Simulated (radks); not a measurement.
# S⁺ inside a hard spherical wall

One table from this session's results is given with a row withheld; the runs are named, their logs left out.

Program: radks (a radial shooting solver on a logarithmic mesh, Libxc functionals) version 1. Level of theory: scalar-relativistic Kohn-Sham, PBE, spin-unpolarised, spherical densities, point nucleus. These are calculated values, not measurements, unless marked.

## What is computed

- element: sulfur (Z = 16)
- charge: +1
- electrons: 15
- configuration: [Ne] 3s2 3p3

The outer shells:

S⁺
```
[Ne] core
3s [↑↓]
3p [↑ ][↑ ][↑ ]
```

Set-up of the first run:

The run's settings:

```text
Z 16
configuration [Ne] 3s2 3p3 4s0 3d0 4p0
relativity scalar-relativistic
functional pbe,pbe
spin unpolarised
nucleus point
c 137.035999084
```

Among the steps run: The free atom; Wall at 20 bohr; Wall at 15 bohr; Wall at 10 bohr; Wall at 3.5 bohr; Wall at 2.5 bohr; Wall at 2 bohr; Wall at 1.5 bohr.

One table of the session follows, with a row left open; its other results are not shown here.

| R (bohr) | E − E(free) (eV) | ε(3p) (eV) |
| --- | --- | --- |
| free | 0.000 | -16.796 |
| 20 | -0.000 | -16.796 |
| 15 | 0.000 | -16.796 |
| 10 | 0.000 | -16.796 |
| 3.5 | ? | ? |
| 2.5 | 50.688 | 3.905 |
| 2 | 144.27 | 30.965 |
| 1.5 | 461.90 | 109.11 |

Estimate the missing values for R (bohr) = 3.5.

Worked estimate for «E − E(free) (eV)». A straight line through the neighbours (10, 0.000) and (2.5, 50.688) gives 0.000 + (50.688 − 0.000) × (3.5 − 10) / (2.5 − 10) = 43.930; a parabola fitted to 4 rows on both sides gives 72.474.

The run gave: E − E(free) (eV): 7.164; ε(3p) (eV): -12.242. In «E − E(free) (eV)» the line misses by +36.766 and the parabola by +65.310. Between these rows the values bend or scatter more than so simple an estimate can follow.

Shells are not refilled when levels cross, and a hard wall is a model, not a crystal.
